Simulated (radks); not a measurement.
**The series with 19 electrons, K to Sb³²⁺**

One table from this session's results is given with a row withheld; the runs are named, their logs left out.

Method: scalar-relativistic Kohn-Sham, PBEsol, spin-polarised, spherical densities, finite nucleus; open shells are filled with parallel spins first. Code: radks (a radial shooting solver on a logarithmic mesh, Libxc functionals) version 1.

## The system

| Quantity | Value |
| --- | --- |
| electrons | 19 |
| ions | K, Sc²⁺, V⁴⁺, Mn⁶⁺, Co⁸⁺, Cu¹⁰⁺, Ga¹²⁺, As¹⁴⁺, Br¹⁶⁺, Rb¹⁸⁺, Nb²²⁺, Tc²⁴⁺, Rh²⁶⁺, Ag²⁸⁺, In³⁰⁺, Sb³²⁺ |
| configuration | NIST ground configuration of each |

The first run:

The run's settings:

```text
Z 19
configuration [Ar] 4s1
relativity scalar-relativistic
functional pbe_sol,pbe_sol
spin polarised
nucleus finite rms 3.4349 fm
c 137.035999084
```

Steps of the session up to this table: K, [Ar] 4s1; Sc²⁺, [Ar] 3d1; V⁴⁺, [Ar] 3d1; Mn⁶⁺, [Ar] 3d1; Co⁸⁺, [Ar] 3d1; Cu¹⁰⁺, [Ar] 3d1; Ga¹²⁺, [Ar] 3d1; As¹⁴⁺, [Ar] 3d1; Br¹⁶⁺, [Ar] 3d1; Rb¹⁸⁺, [Ar] 3d1; Nb²²⁺, [Ar] 3d1; Tc²⁴⁺, [Ar] 3d1; Rh²⁶⁺, [Ar] 3d1; Ag²⁸⁺, [Ar] 3d1; In³⁰⁺, [Ar] 3d1; Sb³²⁺, [Ar] 3d1.

One table of the session follows, with a row left open; its other results are not shown here.

```
  ion  E (hartree)  ε(3s up) (eV)  ε(3s down) (eV)  ε(3p up) (eV)  ε(3p down) (eV)
    K   -601.29018        -35.189          -35.141        -18.734          -18.657
 Sc²⁺   -762.43374        -70.615          -69.718        -49.257          -48.347
  V⁴⁺   -944.44311        -123.63          -122.35        -96.860          -95.595
 Mn⁶⁺  -1147.15154        -190.19          -188.64        -157.77          -156.23
 Co⁸⁺  -1370.63332        -269.73          -267.94        -231.42          -229.64
Cu¹⁰⁺  -1614.99814        -362.10          -360.10        -317.64          -315.63
Ga¹²⁺  -1880.37783        -467.27          -465.07        -416.36          -414.13
As¹⁴⁺  -2166.92247        -585.27          -582.87        -527.55          -525.10
Br¹⁶⁺  -2474.79869        -716.17          -713.57        -651.23          -648.57
Rb¹⁸⁺  -2804.18900        -860.05          -857.26        -787.42          -784.55
Nb²²⁺  -3528.31988        -1187.2          -1184.1        -1097.5          -1094.2
Tc²⁴⁺            ?              ?                ?              ?                ?
Rh²⁶⁺  -4341.09643        -1567.9          -1564.3        -1458.2          -1454.4
Ag²⁸⁺  -4781.36062        -1778.6          -1774.9        -1657.6          -1653.7
In³⁰⁺  -5244.58115        -2003.3          -1999.3        -1870.0          -1865.8
Sb³²⁺  -5731.06403        -2242.0          -2237.8        -2095.2          -2090.9
```

Estimate the missing values for Tc²⁴⁺.

The run gave: E (hartree): -3923.50537; ε(3s up) (eV): -1370.8; ε(3s down) (eV): -1367.4; ε(3p up) (eV): -1271.5; ε(3p down) (eV): -1268.0. In the column «E (hartree)» it lies between Rh²⁶⁺ (-4341.09643) and Nb²²⁺ (-3528.31988).
